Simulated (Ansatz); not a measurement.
# InP: the cost of one run

Computed with Ansatz 0.2.0 (DFT LDA, scalar-relativistic, plane waves, PAW, unless a step's input says otherwise).

The COD entry's cell or inner coordinates are ideal or old and differ from later refinements, so a difference from it is no clean test against experiment.

2 further runs of the same task are left out: 2 set aside as unsound or not needed.

## 1. The system as given

The structure is cubic, space group F-43m (No. 216). The conventional cell has a = 5.827 Å, b = 5.827 Å, c = 5.827 Å, α = 90.00°, β = 90.00°, γ = 90.00°. In (site symmetry -43m) has 4 P at 2.52 Å as nearest neighbours. P (site symmetry -43m) is surrounded by 4 In at 2.52 Å.

Coordinates:

```
CELL_PARAMETERS angstrom
0.00000 2.91355 2.91355
2.91355 0.00000 2.91355
2.91355 2.91355 0.00000
ATOMIC_POSITIONS crystal
In 0.00000 0.00000 0.00000
P 0.75000 0.75000 0.75000
```

This cell was relaxed beforehand with the same method: volume 24.73 Å³/atom, gap on the mesh 0.58 eV.

## 2. Relaxing at 50 GPa

What is minimised here is the enthalpy; the energy can go up as the cell is squeezed.

The input, input.yaml:

```yaml
crystal:
  lattice:
    - [0.0, 2.9135471693, 2.9135471693]
    - [2.9135471693, 0.0, 2.9135471693]
    - [2.9135471693, 2.9135471693, 0.0]
  atoms:
    - { symbol: In, position: [0.0, 0.0, 0.0] }
    - { symbol: P, position: [0.75, 0.75, 0.75] }
basis:
  ecutwfc: 420
kpoints:
  mp_grid: { grid: [10, 10, 10] }
hamiltonian:
  xc: lda
scf:
  occupations: { method: fixed }
output:
  forces: true
  stress: true
  eigenvalues: true
relax:
  adjacent_minimum: "off"
  f_tol: 0.001
  max_steps: 60
  cell: { stress_tol: 0.02, p_target: 50.0 }
```

Started as:

```
$ ansatz run input.yaml --threads 1 --pin off --max-ram 3072MiB --backend cpu --events-out ev --progress --plain --runs-dir out
```

What time and memory should one allow on 1 thread of Arm Neoverse V1, shared host?

About 36 s, with a peak of 0.33 GiB.
